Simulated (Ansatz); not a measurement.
# CBr2F2 (dibromodifluoromethane) at 6 levels

We compute a comparison of 6 runs (HF/3-21G, PBE0/def2-SVP, PBE0/6-311G**, r2SCAN/pcseg-2, MP2/pcseg-2, MP2/def2-TZVP) of CBr2F2 (dibromodifluoromethane). 

Program for the calculation: Ansatz 0.2.0.

## 1. The molecule

The species is CBr2F2 (5 atoms), meant as a singlet with charge 0. SMILES: `FC(F)(Br)Br`. The shape is that of a PBE0-D4/def2-TZVP optimisation.

Bond lengths: F1–C2 1.324 Å, C2–F3 1.324 Å, C2–Br4 1.933 Å, C2–Br5 1.933 Å. Angles: F1–C2–F3 108.1°, F1–C2–Br4 109.2°, F1–C2–Br5 109.2°, F3–C2–Br4 109.2°, F3–C2–Br5 109.2°, Br4–C2–Br5 111.7°.

## 2. Energy and gradient at HF/3-21G (run 1)

run.yaml

```yaml
crystal:
  periodic: [false, false, false]
  atoms:
    - symbol: F
      position_ang: [-0.970400, -0.113400, 0.986300]
    - symbol: C
      position_ang: [0.004800, -0.087600, 0.090900]
    - symbol: F
      position_ang: [0.914800, -0.981400, 0.446600]
    - symbol: Br
      position_ang: [-0.709300, -0.561200, -1.642100]
    - symbol: Br
      position_ang: [0.810000, 1.669900, 0.077000]
basis:
  gaussian:
    orbitals: 3-21G-spherical.json
total_charge: 0
accuracy: high
output: {forces: true, orbitals: {seedname: orbitals}}
hamiltonian:
  xc: hf
```

The basis set 3-21G is read from a file made from the Basis Set Exchange's data (not shown).

On the command line:

```bash
$ ansatz run run.yaml --threads 1 --pin off --max-ram 2610MiB --events-out events.jsonl --progress --plain --runs-dir runs
```

The log of the run:

```text
Warning: RAYON_NUM_THREADS=1 ignored (pool sized by the plan → 1); use --threads N
Functional definition: HF
  name "HF"
  exchange = exact_x
  correlation = 0
1250 factors; integrals over basis functions are off by at most 6.7e-9 eV
mean field evaluation 1: about -145725.8550 eV, gradient 4.1e1 eV
mean field evaluation 2: about -145726.2154 eV, gradient 4.1e1 eV
mean field evaluation 4: about -145730.9810 eV, gradient 2.2e0 eV
mean field evaluation 8: about -145731.0161 eV, gradient 1.9e-1 eV
mean field evaluation 16: about -145731.0163 eV, gradient 1.4e-7 eV
mean field -145731.01625833 eV, -5355.5160674629 hartree, gradient 2.7e-8 eV, S^2 0.000000; 0 other end points of the search recorded, 0 dependent functions left out
the calculation of the forces begins
reference -145731.01625833 eV, -5355.5160674629 hartree; 47, 47 occupied and 24, 24 virtual orbitals, 1250 factors
Total energy: -145731.01625833 eV, -5355.5160674629 hartree
Atom 0 at    -0.970400    -0.113400     0.986300 Å, force    -1.010992     0.012197     0.877319 eV/Å
Atom 1 at     0.004800    -0.087600     0.090900 Å, force     0.026453     0.361296    -0.493447 eV/Å
Atom 2 at     0.914800    -0.981400     0.446600 Å, force     0.947797    -0.888933     0.316284 eV/Å
Atom 3 at    -0.709300    -0.561200    -1.642100 Å, force    -0.401537    -0.358833    -0.824833 eV/Å
Atom 4 at     0.810000     1.669900     0.077000 Å, force     0.438278     0.874273     0.124678 eV/Å
Dipole moment:     0.009021     0.127320    -0.173152 e Å
```

It took 2.7 s on 1 thread of Arm Neoverse V1, shared host.

## 3. Energy and forces at PBE0/def2-SVP (run 2)

job.yaml

```yaml
basis:
  gaussian: {orbitals: def2-SVP}
crystal:
  periodic: [false, false, false]
  atoms:
    - {symbol: F, position_ang: [-0.970400, -0.113400, 0.986300]}
    - {symbol: C, position_ang: [0.004800, -0.087600, 0.090900]}
    - {symbol: F, position_ang: [0.914800, -0.981400, 0.446600]}
    - {symbol: Br, position_ang: [-0.709300, -0.561200, -1.642100]}
    - {symbol: Br, position_ang: [0.810000, 1.669900, 0.077000]}
hamiltonian: {xc: {name: PBE0}}
accuracy: high
output: {forces: true, orbitals: {seedname: orbitals}}
```

On the command line:

```bash
$ ansatz run job.yaml --threads 1 --pin off --max-ram 2610MiB --events-out events.jsonl --progress --plain --runs-dir runs
```

The log of the run, cut to the lines that bear on the results:

```text
Warning: RAYON_NUM_THREADS=1 ignored (pool sized by the plan → 1); use --threads N
Functional definition: PBE0
  name "PBE0"
[...]
2069 factors; integrals over basis functions are off by at most 4.7e-9 eV
[...]
mean field -146518.42738480 eV, -5384.4528926344 hartree, gradient 9.6e-8 eV, S^2 0.000000; 0 other end points of the search recorded, 0 dependent functions left out
[...]
reference -146518.42738629 eV, -5384.4528926889 hartree; 47, 47 occupied and 59, 59 virtual orbitals, 2069 factors
Total energy: -146518.42738629 eV, -5384.4528926889 hartree
Atom 0 at    -0.970400    -0.113400     0.986300 Å, force     0.102850     0.024493    -0.123056 eV/Å
Atom 1 at     0.004800    -0.087600     0.090900 Å, force    -0.010146    -0.152256     0.205715 eV/Å
Atom 2 at     0.914800    -0.981400     0.446600 Å, force    -0.093658     0.115529    -0.066905 eV/Å
Atom 3 at    -0.709300    -0.561200    -1.642100 Å, force    -0.001848     0.002790    -0.010207 eV/Å
Atom 4 at     0.810000     1.669900     0.077000 Å, force     0.002802     0.009444    -0.005547 eV/Å
Dipole moment:     0.003946     0.055749    -0.075776 e Å
```

Run time: 17 s. Hardware: 1 thread of Arm Neoverse V1, shared host; peak memory 0.44 GiB.

Runs 3 to 5 aren't shown in full; the table further down has their settings and results.

## 4. Energy and gradient at MP2/def2-TZVP (run 6)

run.yaml

```yaml
crystal:
  periodic: [false, false, false]
  atoms:
    - {symbol: F, position_ang: [-0.970400, -0.113400, 0.986300]}
    - {symbol: C, position_ang: [0.004800, -0.087600, 0.090900]}
    - {symbol: F, position_ang: [0.914800, -0.981400, 0.446600]}
    - {symbol: Br, position_ang: [-0.709300, -0.561200, -1.642100]}
    - {symbol: Br, position_ang: [0.810000, 1.669900, 0.077000]}
basis:
  gaussian:
    orbitals: def2-TZVP
output: {forces: true, orbitals: {seedname: orbitals}}
correlation:
  method: mp2
  frozen_orbitals: {Br: 9, C: 1, F: 1}
accuracy: high
```

On the command line:

```bash
$ ansatz run run.yaml --threads 1 --pin off --max-ram 2610MiB --events-out events.jsonl --progress --plain --runs-dir runs
```

The log of the run, cut to the lines that bear on the results:

```text
Warning: RAYON_NUM_THREADS=1 ignored (pool sized by the plan → 1); use --threads N
[... 2 set-up lines as earlier in the session ...]
[...]
2971 factors; integrals over basis functions are off by at most 4.4e-9 eV
[...]
mean field -146442.27111414 eV, -5381.6542013083 hartree, gradient 6.5e-8 eV, S^2 0.000000; 0 other end points of the search recorded, 0 dependent functions left out
21 core orbitals not correlated: weight in the atoms' cores, before any rotation towards them, 1.000 or more for the frozen orbitals, at most 0.000 for the correlated occupied ones
reference -146442.27111414 eV, -5381.6542013083 hartree; 26, 26 occupied and 142, 142 virtual orbitals, 2971 factors
second order -32.91882927 eV of doubles, -0.00000000 eV of singles
[...]
Total energy: -146475.18994342 eV, -5382.8639459709 hartree
Atom 0 at    -0.970400    -0.113400     0.986300 Å, force    -0.211321     0.005011     0.179898 eV/Å
Atom 1 at     0.004800    -0.087600     0.090900 Å, force     0.020773     0.284127    -0.387983 eV/Å
Atom 2 at     0.914800    -0.981400     0.446600 Å, force     0.197990    -0.182892     0.062621 eV/Å
Atom 3 at    -0.709300    -0.561200    -1.642100 Å, force     0.072112     0.058324     0.158844 eV/Å
Atom 4 at     0.810000     1.669900     0.077000 Å, force    -0.079554    -0.164570    -0.013380 eV/Å
Dipole moment:     0.004178     0.058997    -0.080200 e Å
```

Run time: 85 s. Hardware: 1 thread of Arm Neoverse V1, shared host; peak memory 1.1 GiB.

## 5. The series

| run | level | frozen core orbitals | energy (Eh) | dipole moment (D) | HOMO energy (eV) | LUMO energy (eV) | wall time |
| --- | --- | --- | --- | --- | --- | --- | --- |
| 1 | HF/3-21G | – | -5355.516067 | 1.03 | -11.46 | 2.26 | 2.7 s |
| 2 | PBE0/def2-SVP | – | -5384.452893 | 0.45 | -8.50 | -1.47 | 17 s |
| 3 | PBE0/6-311G** | – | -5385.247187 | 0.47 | -8.59 | -1.76 | 21 s |
| 4 | r2SCAN/pcseg-2 | – | -5386.140077 | 0.35 | -7.65 | -2.59 | 57 s |
| 5 | MP2/pcseg-2 | 21 | -5382.767014 | 0.55 | -11.65 | 2.08 | 77 s |
| 6 | MP2/def2-TZVP | 21 | -5382.863946 | 0.48 | -11.63 | 2.11 | 85 s |

## 6. What came out

| quantity | value |
| --- | --- |
| run 6: total energy | -5382.86395 Eh |
| run 6: dipole moment (correlated density) | 0.48 D |
| run 6: HOMO energy (Hartree–Fock orbitals) | -11.63 eV |
| run 6: LUMO energy (Hartree–Fock orbitals) | 2.11 eV |
| run 6: HOMO–LUMO gap (Hartree–Fock orbitals) | 13.74 eV |
| run 6: correlation energy (21 core orbitals frozen) | -1209.7 mEh |
| run 6: largest force on an atom | 0.481 eV/Å |

**Reading.** The dipole moment (its size) runs from 0.35 D (r2SCAN/pcseg-2) to 1.03 D (HF/3-21G). The two ends differ in method and basis. Over runs 1, 2, 3, 4 the HOMO–LUMO gap runs from 5.06 eV (r2SCAN/pcseg-2) to 13.72 eV (HF/3-21G). Totals of different functionals can't be ranked against each other. All runs together took 4.3 min, the longest 85 s.
